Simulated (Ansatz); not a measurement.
# C₃H₇B₂F: up Jacob's ladder to CCSD(T)

An exercise on one series of results from a longer session: the logs are not shown, and one member is left open.

Computed with Ansatz 0.2.0, Gaussian basis. Level: functionals in def2-TZVPP, the program's frozen cores in correlated methods.

Plan: PBE-D4, r2SCAN-D4, PBE0-D4, B3LYP-D4, ωB97X-V, ωB97M-V, B2PLYP; CCSD(T)/def2-TZVPP; MP2/def2-QZVPP; extrapolation to the limit.

### The relaxed structure

An earlier PBE0-D4 in a triple-zeta def2 set relaxation fixed the geometry.

SMILES `C=CBB(C)F`, 13 atoms, charge 0, spin multiplicity 1.

Atoms are counted from 1 here; the program's logs count them from 0.

Bond lengths: C1–C2 1.339 Å, C1–H7 1.087 Å, C1–H8 1.086 Å, C2–B3 1.542 Å, C2–H9 1.089 Å, B3–B4 1.690 Å, B3–H10 1.205 Å, B4–C5 1.567 Å, B4–F6 1.343 Å, C5–H11 1.094 Å, C5–H12 1.099 Å, C5–H13 1.092 Å. Angles: C2–C1–H7 122.8°, C2–C1–H8 120.6°, H7–C1–H8 116.6°, C1–C2–B3 120.9°, C1–C2–H9 117.2°, B3–C2–H9 121.9°, C2–B3–B4 125.4°, C2–B3–H10 115.5°, B4–B3–H10 119.1°, B3–B4–C5 124.6°, B3–B4–F6 119.1°, C5–B4–F6 116.2°, B4–C5–H11 111.6°, B4–C5–H12 107.5°, B4–C5–H13 114.4°, H11–C5–H12 106.5°, H11–C5–H13 109.4°, H12–C5–H13 107.0°.

The first run:

File in.yaml:

```yaml
crystal:
  periodic: [false, false, false]
  atoms:
    - {symbol: C, position_ang: [0.464820, -2.677309, 0.502308]}
    - {symbol: C, position_ang: [-0.136090, -1.482607, 0.572755]}
    - {symbol: B, position_ang: [0.632919, -0.189663, 0.236266]}
    - {symbol: B, position_ang: [-0.012164, 1.371872, 0.279743]}
    - {symbol: C, position_ang: [-0.661432, 2.100418, -0.945797]}
    - {symbol: F, position_ang: [0.062043, 2.078374, 1.418899]}
    - {symbol: H, position_ang: [-0.041428, -3.607674, 0.748856]}
    - {symbol: H, position_ang: [1.502810, -2.756752, 0.192093]}
    - {symbol: H, position_ang: [-1.177691, -1.466340, 0.890934]}
    - {symbol: H, position_ang: [1.773730, -0.343013, -0.120838]}
    - {symbol: H, position_ang: [-1.502113, 2.731150, -0.641412]}
    - {symbol: H, position_ang: [0.096253, 2.773195, -1.370264]}
    - {symbol: H, position_ang: [-0.981058, 1.433451, -1.748642]}
basis:
  gaussian: {orbitals: def2-TZVPP}
hamiltonian: {xc: pbe, dispersion: d4}
output: {forces: true, orbitals: {seedname: orbitals}}
```

Launch:

```
> ansatz run in.yaml --threads 4 --pin off --events-out ev --progress --plain --max-ram 10444MiB
```

Among the steps run: PBE-D4 (GGA); r2SCAN-D4 (meta-GGA); PBE0-D4 (hybrid); B3LYP-D4 (hybrid); ωB97X-V (range-separated); ωB97M-V (range-separated); B2PLYP (double hybrid); CCSD(T) in def2-TZVPP; MP2 in def2-QZVPP.

One of the session's tables, all rows but one given; the rest of the session is left out.

```
            method  atoms, summed (eV)  atomisation energy (eV)
            PBE-D4           -7232.093                   56.482
         r2SCAN-D4           -7238.212                   55.579
           PBE0-D4           -7233.769                   55.666
          B3LYP-D4           -7243.440                   55.402
           ωB97X-V           -7240.539                   55.210
           ωB97M-V           -7239.384                   55.389
            B2PLYP           -7237.164                   54.875
     HF/def2-TZVPP                   ?                        ?
    MP2/def2-TZVPP           -7225.594                   54.845
   CCSD/def2-TZVPP           -7228.718                   53.104
CCSD(T)/def2-TZVPP           -7229.048                   53.816
           MP2/CBS           -7228.059                   55.970
       CCSD(T)/CBS           -7231.513                   54.940
```

Q: Estimate the row for HF/def2-TZVPP from the others.

As computed: atoms, summed (eV): -7212.448; atomisation energy (eV): 42.625. In the column «atoms, summed (eV)» it is the highest.
